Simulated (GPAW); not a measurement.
TaO:

```
Ta O
1.0
     3.06611    0.00000    0.00000
    -1.53306    2.65533    0.00000
     0.00000    0.00000    3.85502
Ta O
1 1
Direct
  0.00000 0.00000 0.50000
  0.00000 0.00000 0.00000
```

The cell was built by a generator and needn't be a form met in nature.

Program: GPAW 26.7.0. Alike in all runs: potentials or basis GPAW PAW data sets (gpaw-data 1.2.1), pw; no spin polarisation; cell as given; cutoff (eV) 800; smearing fermi-dirac 0.05 eV.

Question: Order these runs on this cell by their pressure, lowest first.
A. level PBE+U; U Ta d U = 2 eV; k mesh 9 × 9 × 6; k mesh for the DOS 13 × 13 × 9; dos width 0.2 eV
B. level PBE+U; U Ta d U = 6 eV; k mesh 9 × 9 × 6; k mesh for the DOS 13 × 13 × 9; dos width 0.2 eV
C. level PBE+U; U Ta d U = 8 eV; k mesh 9 × 9 × 6; k mesh for the DOS 13 × 13 × 9; dos width 0.2 eV
D. level PBE+U; U Ta d U = 4 eV; k mesh 9 × 9 × 6; k mesh for the DOS 13 × 13 × 9; dos width 0.2 eV
E. level PBE; k mesh 10 × 10 × 7; band path GMKGALHA,LM,KH; band points 60

Answer: E (1.0 GPa), A (3.8 GPa), D (7.6 GPa), B (10.5 GPa), C (13.3 GPa).

Caveats: an odd number of electrons without spin polarisation forces a metal; a magnetic or distorted state may lie lower; U without spin polarisation on a metal has little footing (some runs).
